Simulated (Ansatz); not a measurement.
# VIr₃, space group Pm-3m: a scan of the energy under strain

Program: the Python package of Ansatz (0.2.0).

Run as a notebook:

**Cell 1**
```python
import ansatz as az
import numpy as np
```

**Cell 2**
```python
vectors0 = np.array([
    [3.812, 0.0, 0.0],
    [0.0, 3.812, 0.0],
    [0.0, 0.0, 3.812],
])
sites = [
    ('V', (0.0, 0.0, 0.0), 1.0),
    ('Ir', (0.0, 0.5, 0.5), 0.0),
    ('Ir', (0.5, 0.0, 0.5), 0.0),
    ('Ir', (0.5, 0.5, 0.0), 0.0),
]
```

**Cell 3**
```python
def build(cell):
    crystal = az.Crystal(lattice=az.Lattice.of(cell))
    for symbol, position, moment in sites:
        crystal = crystal.atom(symbol, position, moment=moment or None)
    return crystal
```

**Cell 4**
```python
# clamped ions: the fractional positions stay as typed
values = np.linspace(-0.03, 0.03, 5)
energies = []
for d in values:
    strain = np.diag([d, d, (1 + d) ** -2 - 1])
    cell = vectors0 @ (np.eye(3) + strain)
    setup = (
        build(cell).calculation()
        .pseudopotentials('paw')
        .spin('collinear')
        .occupations('Fermi-Dirac')
        .basis(500)
        .functional('r2scan')
        .kpoints(9, 9, 9)
        .stress()
    )
    data = setup.run(threads=1, backend='cpu').report
    energies.append(data['free_energy_ev'] / len(sites))
    s = data['stress_gpa']
    print(f'd = {d:+.4f}  stress xx yy zz xy (GPa, compression positive): {s[0][0]:8.3f} {s[1][1]:8.3f} {s[2][2]:8.3f} {s[0][1]:8.3f}')
energies = np.array(energies)
```
Output:
```text
RunWarning: the starting moments were not kept: the SCF closed with an absolute magnetisation of 4.8e-6 μB, where they sum to 1 μB in size (1 site). That is at most 0.1 of that sum. Measured as dr2_m [...]
d = -0.0300  stress xx yy zz xy (GPa, compression positive):   11.646   11.646  -20.175    0.000
d = -0.0150  stress xx yy zz xy (GPa, compression positive):    4.969    4.969  -10.593   -0.000
d = +0.0000  stress xx yy zz xy (GPa, compression positive):   -0.595   -0.595   -0.595    0.000
d = +0.0150  stress xx yy zz xy (GPa, compression positive):   -5.105   -5.105    9.451    0.000
d = +0.0300  stress xx yy zz xy (GPa, compression positive):   -8.516   -8.516   19.099    0.000
```

**Cell 5**
```python
for value, e in zip(values, energies):
    print(f'strain {value:7.3f}   E - Emin = {1000 * (e - energies.min()):9.3f} meV/atom')
curvature = 2 * np.polyfit(values, energies, 3)[1]
volume = abs(np.linalg.det(vectors0)) / len(sites)
print(f'd2E/dd2 over the volume: {curvature / volume * 160.21766:.1f} GPa')
```
Output:
```text
strain  -0.030   E - Emin =    82.916 meV/atom
strain  -0.015   E - Emin =    20.073 meV/atom
strain   0.000   E - Emin =     0.000 meV/atom
strain   0.015   E - Emin =    18.867 meV/atom
strain   0.030   E - Emin =    72.710 meV/atom
d2E/dd2 over the volume: 2000.3 GPa
```

Against the unstrained cell the energy per atom changes by +82.92 meV at one end of the scan and +72.71 meV at the other, and its second derivative over the volume is 2000.3 GPa.

Notes:
- Absolute energies stand on the zero of these potentials, so only differences at equal settings mean something.
- The SCF didn't keep the moments it started from (some shrank, vanished or turned); what is printed is the state reached.
- The curvature belongs to this strain pattern and to the cell's stress; it equals a single elastic constant only for simple patterns.
- In a metal a curvature from energy changes of a few meV or less hangs on mesh and smearing, in size and even in sign.
- Spin-orbit coupling, which matters for elements this heavy, is left out.
- r2SCAN tends to overestimate the moments of itinerant magnets.
- The starting cell is as deposited in a crystallographic database; the results hold for this polymorph, which needn't be the stable one.
- Warnings are shown shortened and without file and line.
- The ions keep their fractional positions (clamped ions).
- Hardware and time: 17 min on 1 thread of Arm Neoverse V2, on a shared host, peak memory 0.76 GiB.
